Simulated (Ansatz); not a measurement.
# AlClH2O2: two geometries relaxed, part 2 of 2

Aim: relax the geometries before and after the reaction (1,2-elimination), and see whether they are two minima and how far apart in energy. Meant to form: H4–Cl2; to break: Al1–Cl2, H4–O3. The start is a guess near the saddle point, from which both ends are pulled out.

Ansatz 0.2.0; UKS PBE/6-31G*. The steps go on from the part before.

## Step 4: Pulling towards end B

Springs on the bonds that form and break draw the guess towards this end; the thresholds are loose.

input.yaml

```yaml
crystal:
  periodic: [false, false, false]
  atoms:
    - { symbol: Al, position_ang: [0.0901, -0.1129, -0.3618] }
    - { symbol: Cl, position_ang: [0.1071, 0.0885, 2.2321] }
    - { symbol: O, position_ang: [1.2808, -1.1978, -0.1017] }
    - { symbol: H, position_ang: [1.0474, -0.8813, 1.1075] }
    - { symbol: O, position_ang: [-0.927, 0.7483, -1.2927] }
    - { symbol: H, position_ang: [-1.5985, 1.3552, -1.5834] }
magnetization:
  spin_polarized: true
basis:
  gaussian: { orbitals: "6-31G*" }
hamiltonian:
  xc: pbe
relax:
  f_tol: 0.15
  max_steps: 25
  restrain:
    - { distance: [3, 1], at: 1.33, k: 30.0 }
    - { distance: [0, 1], at: 3.53, k: 30.0 }
    - { distance: [3, 2], at: 2.27, k: 30.0 }
output:
  orbitals: {}
```

On the command line:

```console
> ansatz run input.yaml --threads 2 --pin off --max-ram 3072MiB --backend cpu --events-out ev --progress --plain --runs-dir out
```

Standard output:

```text
Warning: RAYON_NUM_THREADS=2 ignored (pool sized by the plan → 2); use --threads N
The last accepted step is kept in <dir> (removed where the run ends without a failure and the disk answers)
Engine: ansatz 0.2.0, aarch64-unknown-linux-gnu
Functional definition: PBE
  parameter kappa = 0.804
  parameter beta = 0.06672455060314922
  exchange = pbe_x(kappa = kappa, mu = beta*pi^2/3)
  correlation = pbe_c(beta = beta)
793 factors; their error is unknown
mean field evaluation 1: about -23220.5713 eV, gradient 6.1e1 eV
mean field evaluation 2: about -23110.6167 eV, gradient 1.5e2 eV
mean field evaluation 4: about -23233.5767 eV, gradient 1.0e1 eV
mean field evaluation 8: about -23234.0328 eV, gradient 1.8e-1 eV
mean field evaluation 16: about -23234.0001 eV, gradient 1.0e-4 eV
mean field -23234.00009771 eV, -853.8337550199 hartree, gradient 1.7e-5 eV, S^2 0.000000; 0 other end points of the search recorded, 0 dependent functions left out
the calculation of the forces begins
reference -23234.00013912 eV, -853.8337565417 hartree; 24, 24 occupied and 48, 48 virtual orbitals, 793 factors
relax step   1: F+E_penalty+E_count = -23234.00009771 eV  Δ(F+E_penalty+E_count) = +0.000e0 eV  max|allowed force component| = 2.376e0 eV/Å  E_restraint = 30.62174117 eV  max|allowed force component, restraints' pulls added| = 3.446e1 eV/Å  Δτ_max = 0.0000 Å  (29 SCF iters, accepted)
  distance H 3 - Cl 1 = 1.7577 Å
  distance Al 0 - Cl 1 = 2.6018 Å
  distance H 3 - O 2 = 1.2715 Å
these checks for a lower state are left out or cut short: starts, cluster_reference, orbital_swaps, neighbouring_geometries, increment
793 factors; their error is unknown
mean field -23233.02243807 eV, -853.7978266908 hartree, gradient 2.6e-5 eV, S^2 0.000000; 0 other end points of the search recorded, 0 dependent functions left out
the calculation of the forces begins
reference -23233.02247987 eV, -853.7978282271 hartree; 24, 24 occupied and 48, 48 virtual orbitals, 793 factors
relax step   2: F+E_penalty+E_count = -23233.02243807 eV  Δ(F+E_penalty+E_count) = +9.777e-1 eV  max|allowed force component| = 1.826e0 eV/Å  E_restraint = 14.22268443 eV  max|allowed force component, restraints' pulls added| = 2.440e1 eV/Å  Δτ_max = 0.1963 Å  (35 SCF iters, accepted)
  distance H 3 - Cl 1 = 1.6219 Å
  distance Al 0 - Cl 1 = 2.8945 Å
  distance H 3 - O 2 = 1.5924 Å
these checks for a lower state are left out or cut short: starts, cluster_reference, orbital_swaps, neighbouring_geometries, increment
793 factors; their error is unknown
mean field evaluation 32: about -23232.7007 eV, gradient 1.7e-4 eV
mean field -23232.70067694 eV, -853.7860021874 hartree, gradient 6.7e-6 eV, S^2 0.000000; 0 other end points of the search recorded, 0 dependent functions left out
the calculation of the forces begins
reference -23232.70071862 eV, -853.7860037191 hartree; 24, 24 occupied and 48, 48 virtual orbitals, 793 factors
relax step   3: F+E_penalty+E_count = -23232.70067694 eV  Δ(F+E_penalty+E_count) = +3.218e-1 eV  max|allowed force component| = 2.322e0 eV/Å  E_restraint = 4.58565304 eV  max|allowed force component, restraints' pulls added| = 1.317e1 eV/Å  Δτ_max = 0.1985 Å  (36 SCF iters, accepted)
  distance H 3 - Cl 1 = 1.4663 Å
  distance Al 0 - Cl 1 = 3.1281 Å
  distance H 3 - O 2 = 1.9157 Å
these checks for a lower state are left out or cut short: starts, cluster_reference, orbital_swaps, neighbouring_geometries, increment
793 factors; their error is unknown
mean field -23232.69727348 eV, -853.7858771125 hartree, gradient 1.1e-5 eV, S^2 0.000000; 0 other end points of the search recorded, 0 dependent functions left out
the calculation of the forces begins
reference -23232.69731505 eV, -853.7858786402 hartree; 24, 24 occupied and 48, 48 virtual orbitals, 793 factors
relax step   4: F+E_penalty+E_count = -23232.69727348 eV  Δ(F+E_penalty+E_count) = +3.403e-3 eV  max|allowed force component| = 1.474e0 eV/Å  E_restraint = 0.24331978 eV  max|allowed force component, restraints' pulls added| = 3.136e0 eV/Å  Δτ_max = 0.1950 Å  (35 SCF iters, accepted)
  distance H 3 - Cl 1 = 1.3303 Å
  distance Al 0 - Cl 1 = 3.4154 Å
  distance H 3 - O 2 = 2.2144 Å
these checks for a lower state are left out or cut short: starts, cluster_reference, orbital_swaps, neighbouring_geometries, increment
793 factors; their error is unknown
mean field -23232.72931364 eV, -853.7870545669 hartree, gradient 2.3e-5 eV, S^2 0.000000; 0 other end points of the search recorded, 0 dependent functions left out
the calculation of the forces begins
reference -23232.72935557 eV, -853.7870561075 hartree; 24, 24 occupied and 48, 48 virtual orbitals, 793 factors
relax step   5: F+E_penalty+E_count = -23232.72931364 eV  Δ(F+E_penalty+E_count) = -3.204e-2 eV  max|allowed force component| = 3.034e-1 eV/Å  E_restraint = 0.00516295 eV  max|allowed force component, restraints' pulls added| = 3.000e-1 eV/Å  Δτ_max = 0.2000 Å  (35 SCF iters, accepted)
  distance H 3 - Cl 1 = 1.3264 Å
  distance Al 0 - Cl 1 = 3.5190 Å
  distance H 3 - O 2 = 2.2555 Å
these checks for a lower state are left out or cut short: starts, cluster_reference, orbital_swaps, neighbouring_geometries, increment
793 factors; their error is unknown
mean field -23232.74721625 eV, -853.7877124756 hartree, gradient 1.8e-5 eV, S^2 0.000000; 0 other end points of the search recorded, 0 dependent functions left out
the calculation of the forces begins
reference -23232.74725821 eV, -853.7877140177 hartree; 24, 24 occupied and 48, 48 virtual orbitals, 793 factors
relax step   6: F+E_penalty+E_count = -23232.74721625 eV  Δ(F+E_penalty+E_count) = -1.790e-2 eV  max|allowed force component| = 3.139e-1 eV/Å  E_restraint = 0.00544440 eV  max|allowed force component, restraints' pulls added| = 3.139e-1 eV/Å  Δτ_max = 0.0625 Å  (31 SCF iters, accepted)
  distance H 3 - Cl 1 = 1.3241 Å
  distance Al 0 - Cl 1 = 3.5215 Å
  distance H 3 - O 2 = 2.2540 Å
these checks for a lower state are left out or cut short: starts, cluster_reference, orbital_swaps, neighbouring_geometries, increment
793 factors; their error is unknown
mean field evaluation 64: about -23232.8401 eV, gradient 2.2e-5 eV
mean field -23232.84012439 eV, -853.7911267868 hartree, gradient 2.2e-5 eV, S^2 0.000000; 0 other end points of the search recorded, 0 dependent functions left out
the calculation of the forces begins
reference -23232.84016692 eV, -853.7911283497 hartree; 24, 24 occupied and 48, 48 virtual orbitals, 793 factors
relax step   7: F+E_penalty+E_count = -23232.84012439 eV  Δ(F+E_penalty+E_count) = -9.291e-2 eV  max|allowed force component| = 5.413e-1 eV/Å  E_restraint = 0.00163101 eV  max|allowed force component, restraints' pulls added| = 5.413e-1 eV/Å  Δτ_max = 0.2000 Å  (36 SCF iters, accepted)
  distance H 3 - Cl 1 = 1.3270 Å
  distance Al 0 - Cl 1 = 3.5317 Å
  distance H 3 - O 2 = 2.2602 Å
these checks for a lower state are left out or cut short: starts, cluster_reference, orbital_swaps, neighbouring_geometries, increment
793 factors; their error is unknown
mean field -23232.88646610 eV, -853.7928298130 hartree, gradient 5.1e-6 eV, S^2 0.000000; 0 other end points of the search recorded, 0 dependent functions left out
the calculation of the forces begins
reference -23232.88650874 eV, -853.7928313800 hartree; 24, 24 occupied and 48, 48 virtual orbitals, 793 factors
relax step   8: F+E_penalty+E_count = -23232.88646610 eV  Δ(F+E_penalty+E_count) = -4.634e-2 eV  max|allowed force component| = 3.553e-1 eV/Å  E_restraint = 0.00294955 eV  max|allowed force component, restraints' pulls added| = 9.861e-2 eV/Å  Δτ_max = 0.1437 Å  (31 SCF iters, accepted)
  distance H 3 - Cl 1 = 1.3224 Å
  distance Al 0 - Cl 1 = 3.5269 Å
  distance H 3 - O 2 = 2.2586 Å
these checks for a lower state are left out or cut short: starts, cluster_reference, orbital_swaps, neighbouring_geometries, increment
793 factors; their error is unknown
mean field -23232.87439981 eV, -853.7923863850 hartree, gradient 3.2e-6 eV, S^2 0.000000; 0 other end points of the search recorded, 0 dependent functions left out
the calculation of the forces begins
reference -23232.87444250 eV, -853.7923879539 hartree; 24, 24 occupied and 48, 48 virtual orbitals, 793 factors
relax step   9: F+E_penalty+E_count = -23232.87439981 eV  Δ(F+E_penalty+E_count) = +1.207e-2 eV  max|allowed force component| = 7.375e-1 eV/Å  E_restraint = 0.00108561 eV  max|allowed force component, restraints' pulls added| = 7.375e-1 eV/Å  Δτ_max = 0.1942 Å  (32 SCF iters, rejected (line search))
  distance H 3 - Cl 1 = 1.3279 Å
  distance Al 0 - Cl 1 = 3.5287 Å
  distance H 3 - O 2 = 2.2618 Å
these checks for a lower state are left out or cut short: starts, cluster_reference, orbital_swaps, neighbouring_geometries, increment
793 factors; their error is unknown
mean field -23232.89480502 eV, -853.7931362629 hartree, gradient 1.3e-5 eV, S^2 0.000000; 0 other end points of the search recorded, 0 dependent functions left out
the calculation of the forces begins
reference -23232.89484765 eV, -853.7931378295 hartree; 24, 24 occupied and 48, 48 virtual orbitals, 793 factors
relax step  10: F+E_penalty+E_count = -23232.89480502 eV  Δ(F+E_penalty+E_count) = -8.339e-3 eV  max|allowed force component| = 3.227e-1 eV/Å  E_restraint = 0.00391642 eV  max|allowed force component, restraints' pulls added| = 1.998e-1 eV/Å  Δτ_max = 0.0936 Å  (30 SCF iters, accepted)
  distance H 3 - Cl 1 = 1.3213 Å
  distance Al 0 - Cl 1 = 3.5276 Å
  distance H 3 - O 2 = 2.2566 Å
these checks for a lower state are left out or cut short: starts, cluster_reference, orbital_swaps, neighbouring_geometries, increment
793 factors; their error is unknown
mean field -23232.89613667 eV, -853.7931852001 hartree, gradient 2.1e-5 eV, S^2 0.000000; 0 other end points of the search recorded, 0 dependent functions left out
the calculation of the forces begins
reference -23232.89617930 eV, -853.7931867666 hartree; 24, 24 occupied and 48, 48 virtual orbitals, 793 factors
relax step  11: F+E_penalty+E_count = -23232.89613667 eV  Δ(F+E_penalty+E_count) = -1.332e-3 eV  max|allowed force component| = 3.256e-1 eV/Å  E_restraint = 0.00375500 eV  max|allowed force component, restraints' pulls added| = 1.377e-1 eV/Å  Δτ_max = 0.0174 Å  (31 SCF iters, accepted)
  distance H 3 - Cl 1 = 1.3216 Å
  distance Al 0 - Cl 1 = 3.5274 Å
  distance H 3 - O 2 = 2.2568 Å
793 factors; their error is unknown
mean field evaluation 96: about -23215.8753 eV, gradient 6.6e1 eV
mean field -23232.89613667 eV, -853.7931852001 hartree, gradient 2.1e-5 eV, S^2 0.000000; 1 other end points of the search recorded, 0 dependent functions left out
the calculation of the forces begins
reference -23232.89617930 eV, -853.7931867666 hartree; 24, 24 occupied and 48, 48 virtual orbitals, 793 factors
Total energy: -23232.89617930 eV, -853.7931867666 hartree
Atom 0 at     0.141232    -0.242287    -0.957078 Å, force    -0.010148     0.014274     0.063697 eV/Å
Atom 1 at     0.179621     0.039551     2.558798 Å, force     0.104431    -0.105915    -0.188967 eV/Å
Atom 2 at     1.321251    -1.218267    -0.393915 Å, force    -0.042658     0.067331     0.325623 eV/Å
Atom 3 at     0.939945    -0.698442     1.768887 Å, force    -0.067685     0.037888    -0.226939 eV/Å
Atom 4 at    -1.052486     0.705692    -1.726666 Å, force    -0.083347     0.124098     0.088757 eV/Å
Atom 5 at    -1.529663     1.413753    -1.250026 Å, force     0.099406    -0.137676    -0.062170 eV/Å
Dipole moment:    -0.487543     0.481512    -0.310308 e Å
```

Run time: 33 s. Hardware: 2 threads of Arm Neoverse N1, shared host; peak memory 0.15 GiB.

Step by step:

```csv
step,energy from step 1 (eV),largest force component (eV/Å)
1,0.0000,2.3757
2,0.9777,1.8264
3,1.2994,2.3218
4,1.3028,1.4739
5,1.2708,0.3034
6,1.2529,0.3139
7,1.1600,0.5413
8,1.1136,0.3553
9x,1.1257,0.7375
10,1.1053,0.3227
11,1.1040,0.3256
```

Step 1 is the start. 1 step was tried and not accepted (marked x). Energies and forces in the table leave out the springs, which the log lists apart; the run stops on the force with the springs' pull added.

After: Bond lengths: Al1–O3 1.632 Å, Cl2–H4 1.322 Å, Al1–O5 1.708 Å, O5–H6 0.978 Å. Angles: O3–Al1–O5 173.3°, Al1–O5–H6 121.6°.

Pairs that crossed the distance rule for bonds on the way: came closer Cl2–H4; moved apart Al1–Cl2.

## Step 5: End point B

It starts where the restrained run ended.

input.yaml

```yaml
crystal:
  periodic: [false, false, false]
  atoms:
    - { symbol: Al, position_ang: [0.141232, -0.242287, -0.957078] }
    - { symbol: Cl, position_ang: [0.179621, 0.039551, 2.558798] }
    - { symbol: O, position_ang: [1.321251, -1.218267, -0.393915] }
    - { symbol: H, position_ang: [0.939945, -0.698442, 1.768887] }
    - { symbol: O, position_ang: [-1.052486, 0.705692, -1.726666] }
    - { symbol: H, position_ang: [-1.529663, 1.413753, -1.250026] }
magnetization:
  spin_polarized: true
basis:
  gaussian: { orbitals: "6-31G*" }
hamiltonian:
  xc: pbe
relax:
  f_tol: 0.03
  max_steps: 50
```

On the command line:

```console
> ansatz run input.yaml --threads 2 --pin off --max-ram 3072MiB --backend cpu --events-out ev --progress --plain --runs-dir out
```

Standard output, cut to the lines that bear on the results:

```text
Warning: RAYON_NUM_THREADS=2 ignored (pool sized by the plan → 2); use --threads N
[...]
[... 1 set-up line as earlier in the session ...]
[...]
793 factors; their error is unknown
[...]
mean field -23232.89614037 eV, -853.7931853362 hartree, gradient 8.3e-6 eV, S^2 0.000000; 0 other end points of the search recorded, 0 dependent functions left out
[...]
reference -23232.89618283 eV, -853.7931868963 hartree; 24, 24 occupied and 48, 48 virtual orbitals, 793 factors
relax step   1: F+E_penalty+E_count = -23232.89614037 eV  Δ(F+E_penalty+E_count) = +0.000e0 eV  max|allowed force component| = 3.253e-1 eV/Å  Δτ_max = 0.0000 Å  (32 SCF iters, accepted)
[...]
relax step   5: F+E_penalty+E_count = -23233.42023403 eV  Δ(F+E_penalty+E_count) = -1.408e-1 eV  max|allowed force component| = 1.094e0 eV/Å  Δτ_max = 0.1598 Å  (30 SCF iters, accepted)
[...]
793 factors; their error is unknown
mean field -23236.47400079 eV, -853.9246692812 hartree, gradient 1.7e-5 eV, S^2 0.000000; 1 other end points of the search recorded, 0 dependent functions left out
[...]
reference -23236.47404215 eV, -853.9246708012 hartree; 24, 24 occupied and 48, 48 virtual orbitals, 793 factors
Total energy: -23236.47404215 eV, -853.9246708012 hartree
Atom 0 at    -0.018103     0.022043     0.060683 Å, force    -0.000715     0.001263     0.005082 eV/Å
Atom 1 at    -0.587276     0.722808     1.980957 Å, force    -0.001433     0.001789     0.004850 eV/Å
Atom 2 at     1.225110    -1.142062    -0.124422 Å, force     0.006049    -0.005720    -0.000662 eV/Å
Atom 3 at     1.657769    -1.467313     0.685147 Å, force    -0.001714     0.001347    -0.001800 eV/Å
Atom 4 at    -0.786117     0.601231    -1.356851 Å, force    -0.002492     0.001785    -0.008809 eV/Å
Atom 5 at    -1.491483     1.263293    -1.245514 Å, force     0.000305    -0.000464     0.001340 eV/Å
Dipole moment:    -0.044658     0.055250     0.150564 e Å
```

It took 48 s on 2 threads of Arm Neoverse N1, shared host; peak memory 0.15 GiB.

Relaxation path:

```csv
step,energy from step 1 (eV),largest force component (eV/Å)
1,0.0000,0.3253
2,-0.1526,0.6801
3,-0.2647,0.9247
4,-0.3833,0.9756
5,-0.5241,1.0942
6,-0.6707,1.3767
7,-0.8475,1.6114
8,-1.7641,2.0461
9,-2.1975,2.1402
10,-2.6568,4.4635
11,-3.1813,1.1385
12,-3.4172,0.5527
13,-3.5365,0.2224
14,-3.5753,0.1116
15,-3.5757,0.0996
16,-3.5779,0.0088
```

Step 1 is the start.

After: Bond lengths: Al1–Cl2 2.122 Å, Al1–O3 1.713 Å, O3–H4 0.974 Å, Al1–O5 1.713 Å, O5–H6 0.974 Å. Angles: Cl2–Al1–O3 121.1°, Cl2–Al1–O5 121.1°, O3–Al1–O5 117.8°, Al1–O3–H4 117.4°, Al1–O5–H6 117.4°.

Pairs that crossed the distance rule for bonds on the way: came closer Al1–Cl2, O3–H4; moved apart Cl2–H4.

## Step 6: Outcome

This closing draws on all 2 parts.

```
                           quantity                     value
                              end A   4 moves, 0.230 eV lower
                              end B  15 moves, 3.578 eV lower
largest difference between the ends                    0.01 Å
            end B relative to end A                 -0.000 eV
```

In words: Both starts fell into the same minimum (no atom differs by more than 0.01 Å), so from this start no second minimum was found and no band was run; another arrangement could still be one.
